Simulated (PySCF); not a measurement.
# Pt3 (Pt3): the cost of one run

Program: PySCF 2.14.0. Level of theory: BP86, Pt def2-SVP with ECP60; scalar-relativistic core potentials, no spin–orbit coupling. These are calculated values, not measurements.

4 further runs of the same task are left out: 2 for a known fault of the program, 2 that didn't finish.

**1. The system as given**

3 atoms, charge 0, spin multiplicity 3.

Bond lengths: Pt1–Pt2 2.524 Å, Pt1–Pt3 2.524 Å, Pt2–Pt3 2.524 Å. Angles: Pt2–Pt1–Pt3 60.0°, Pt1–Pt2–Pt3 60.0°, Pt1–Pt3–Pt2 60.0°.

Geometry (Å):

```xyz
3
Pt3
Pt    1.4574    0.0000    0.0000
Pt   -0.7287    1.2622    0.0000
Pt   -0.7287   -1.2622    0.0000
```

An earlier session relaxed this geometry at BP86, Pt def2-SVP with ECP60 (triplet, point group D3h).

Its energy there is -358.435939 Eh.

**2. Multiplicity 1 at the relaxed geometry**

run.py (the lines that set the calculation)

```python
mol = gto.M(atom='''
Pt     1.45743     0.00001     0.00000
Pt    -0.72872     1.26217     0.00000
Pt    -0.72871    -1.26217     0.00000''',
    basis={'Pt': 'def2-SVP'},
    ecp={'Pt': 'def2-SVP'},
    charge=0, spin=0)
mf = dft.RKS(mol, xc='B88,P86')
mf.grids.atom_grid = (50, 194)
mf = mf.density_fit()  # fitting sets: Pt def2-universal-JKFIT
mf.conv_tol = 1e-08; mf.max_cycle = 55
mf.kernel(dm0)  # dm0: free metal ions and neutral atoms
```

Started as:

```bash
> OMP_NUM_THREADS=2 python run.py
```

**Question.** How long does this run take on 2 threads of AMD EPYC 7B13 (Zen 3), shared host?

About 3.4 s.
